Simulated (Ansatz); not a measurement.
SiF in Ansatz: the effect of strain

SiF:

```xyz
2
Lattice="3.0589 0.0000 0.0000 0.0000 3.0589 0.0000 0.0000 0.0000 3.0286" Properties=species:S:1:pos:R:3 pbc="T T T"
Si    1.5294    1.5294    1.5143
F     0.0000    0.0000    0.0000
```

The cell was built by a generator and needn't be a form met in nature.

The cell isn't the ideal one: strained by +1 %.

Alike in all runs:

```yaml
Program: Ansatz 0.2.0
Task: single point
Functional: PBE
Potentials_or_basis: Ansatz PAW
Cutoff: "420 eV (not typed: the program's choice for these potentials)"
k_mesh: 9 × 9 × 9
Occupations: fermi-dirac, width 0.05 eV
Spin: no spin polarisation
```

```csv
strain,pressure (GPa)
0.01,?
0.02,-2.5
0.04,-4.8
```

Task: What does the run with strain 0.01 give?

Result: Pressure -1.2 GPa.

Caveats: an odd number of electrons without spin polarisation forces a metal; a magnetic or distorted state may lie lower.
